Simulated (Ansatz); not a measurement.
The system is SbC.

```xyz
2
Lattice="3.1147 0.0000 0.0000 0.0000 3.1147 0.0000 0.0000 0.0000 3.1147" Properties=species:S:1:pos:R:3 pbc="T T T"
Sb    1.5573    1.5573    1.5573
C     0.0000    0.0000    0.0000
```

The cell was built by a generator and needn't be a form met in nature.

```yaml
Program: Ansatz 0.2.0
Task: relaxation of cell and atoms
Functional: PBEsol
Dispersion: D4
Potentials_or_basis: Ansatz PAW
Cutoff: "420 eV (not typed: the program's choice for these potentials)"
k_mesh: 9 × 9 × 9
Occupations: fermi-dirac, width 0.05 eV
Spin: no spin polarisation
```

At the start: volume 15.11 Å³/atom.

Problem. How do energy, volume and symmetry change on relaxing?

Solution. It ends after 5 steps and the volume is 14.08 Å³/atom (-6.8 %); space group Pm-3m (No. 221, to 0.05 Å).

Step by step:
```csv
step,energy change (eV),largest force (eV/Å),volume (Å³)
1,0.0000,0.0000,30.22
2,-0.0348,0.0000,28.72
3,-0.0390,0.0000,28.29
4,-0.0394,0.0000,28.17
5,-0.0372,0.0000,28.17
```

Final structure:
```cif
data_structure
_symmetry_space_group_name_H-M 'P 1'
_symmetry_Int_Tables_number 1
_cell_length_a 3.0425
_cell_length_b 3.0425
_cell_length_c 3.0425
_cell_angle_alpha 90.000
_cell_angle_beta 90.000
_cell_angle_gamma 90.000
_cell_volume 28.17
loop_
_atom_site_label
_atom_site_type_symbol
_atom_site_fract_x
_atom_site_fract_y
_atom_site_fract_z
_atom_site_occupancy
Sb1 Sb 0.50000 0.50000 0.50000 1
C1 C 0.00000 0.00000 0.00000 1
```

Caveat: the plane-wave basis is chosen anew once the cell has moved, so the energies of steps on either side of that aren't comparable; pairwise dispersion overbinds metals, which lowers pressure and volume; the PAW data sets come from PBE, with cores solved anew for the run's functional, which leaves a small shift of forces and pressure.
